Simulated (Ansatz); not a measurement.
# BrClF₂Sn: up Jacob's ladder to CCSD(T)

The task here is to estimate one member of a computed series from the others.

Computed with Ansatz 0.2.0, Gaussian basis. Level: functionals in def2-TZVPP, the program's frozen cores in correlated methods.

The runs, in order: LDA (SPW92), PBE-D4, revPBE-D4, BLYP-D4, r2SCAN-D4, B97M-V, PBE0-D4, B3LYP-D4, r2SCANh-D4, r2SCAN0-D4, HSE06-D4, BHLYP-D4, CAM-B3LYP-D4, LC-ωPBE, ωB97X-V, ωB97M-V, B2PLYP, PBE-QIDH; CCSD(T)/def2-SVP; CCSD(T)/def2-TZVPP; MP2/def2-QZVPP; extrapolation to the limit; RPA on PBE.

### The relaxed structure

The geometry comes from an earlier relaxation with PBE0-D4 in a triple-zeta def2 set; it is a stationary point. Sn takes the def2 core potential; no spin-orbit term is included.

SMILES `[F][Sn]([F])([Cl])[Br]`, 5 atoms, charge 0, spin multiplicity 1.

Atoms are counted from 1 here; the program's logs count them from 0.

Bond lengths: F1–Sn2 1.889 Å, Sn2–F3 1.889 Å, Sn2–Cl4 2.274 Å, Sn2–Br5 2.416 Å. Angles: F1–Sn2–F3 104.9°, F1–Sn2–Cl4 108.5°, F1–Sn2–Br5 109.8°, F3–Sn2–Cl4 108.5°, F3–Sn2–Br5 109.8°, Cl4–Sn2–Br5 114.7°.

The first run:

in.yaml reads:

```yaml
crystal:
  periodic: [false, false, false]
  atoms:
    - {symbol: F, position_ang: [-0.065466, -0.337030, 1.880440]}
    - {symbol: Sn, position_ang: [0.030035, -0.051291, 0.015627]}
    - {symbol: F, position_ang: [1.519633, -1.062462, -0.556151]}
    - {symbol: Cl, position_ang: [-1.841930, -0.915129, -0.944978]}
    - {symbol: Br, position_ang: [0.407628, 2.292211, -0.436438]}
basis:
  gaussian: {orbitals: def2-TZVPP}
hamiltonian: {xc: lda}
output: {orbitals: {seedname: orbitals}}
```

Among the steps run: LDA; PBE-D4 (GGA); revPBE-D4 (GGA); BLYP-D4 (GGA); r2SCAN-D4 (meta-GGA); B97M-V (meta-GGA); PBE0-D4 (hybrid); B3LYP-D4 (hybrid); r2SCANh-D4 (hybrid); r2SCAN0-D4 (hybrid); HSE06-D4 (hybrid); BHLYP-D4 (hybrid); CAM-B3LYP-D4 (range-separated); LC-ωPBE-D4 (range-separated; the results give it without D4); ωB97X-V (range-separated); ωB97M-V (range-separated); B2PLYP (double hybrid); PBE-QIDH (double hybrid).

One of the session's tables, all rows but one given; the rest of the session is left out.

It belongs to the step «Orbital energies across the functionals». 

```
  functional  HOMO (eV)  LUMO (eV)  gap (eV)
 LDA (SPW92)      -8.48      -4.60      3.89
      PBE-D4      -8.30      -4.22      4.07
   revPBE-D4      -8.23      -4.10      4.14
     BLYP-D4      -8.12      -4.17      3.94
   r2SCAN-D4      -8.68      -4.06      4.62
      B97M-V      -8.73      -3.95      4.78
     PBE0-D4      -9.67      -3.33      6.34
    B3LYP-D4      -9.38      -3.65      5.73
  r2SCANh-D4      -9.18      -3.74      5.44
  r2SCAN0-D4      -9.92      -3.24      6.68
    HSE06-D4      -9.27      -3.70      5.56
    BHLYP-D4          ?          ?         ?
CAM-B3LYP-D4     -11.01      -2.35      8.67
     LC-ωPBE     -12.44      -1.06     11.38
     ωB97X-V     -12.05      -1.16     10.89
     ωB97M-V     -11.90      -1.26     10.64
```

Q: Estimate the row for BHLYP-D4 from the others.

Worked estimate for «HOMO (eV)». Against the share of exact exchange, BLYP-D4 (0, -8.12), B3LYP-D4 (0.2, -9.38) give a slope of -6.30 per unit share; at 0.5 the line stands at -11.27.

The run gave: HOMO (eV): -10.86; LUMO (eV): -2.37; gap (eV): 8.48. In «HOMO (eV)» the line misses by -0.41.
